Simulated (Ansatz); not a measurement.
HfMoC2:

```
Hf Mo C
1.0
     3.19142    0.00000    0.00000
     0.00000    3.19142    0.00000
     0.00000    0.00000    4.48516
Hf Mo C
1 1 2
Direct
  0.00000 0.00000 0.00000
  0.50000 0.50000 0.50000
  0.50000 0.50000 0.00000
  0.00000 0.00000 0.50000
```

The cell comes from a database or a generator and needn't be the stable form of this composition.

Base run:

- Program: Ansatz 0.2.0
- Functional: r2SCAN
- Potentials or basis: Ansatz PAW
- Cutoff: 500 eV (not typed: the program's choice for these potentials)
- k mesh: 8 × 8 × 6
- Occupations: fermi-dirac, width 0.05 eV
- Spin: no spin polarisation

Its results: band gap on the k mesh none (metal or under the smearing width); pressure -3.1 GPa.

Problem. The run is repeated on the same cell with these changes: functional from r2SCAN to LDA; cutoff from 500 eV (not typed: the program's choice for these potentials) to 420 eV (not typed: the program's choice for these potentials). What comes out?

Solution. Band gap on the k mesh none (metal or under the smearing width); pressure -14.4 GPa.

Caveats: spin-orbit coupling is left out, which moves the levels of the heavy elements; the PAW data sets come from PBE, with cores solved anew for the run's functional, which leaves a small shift of forces and pressure.
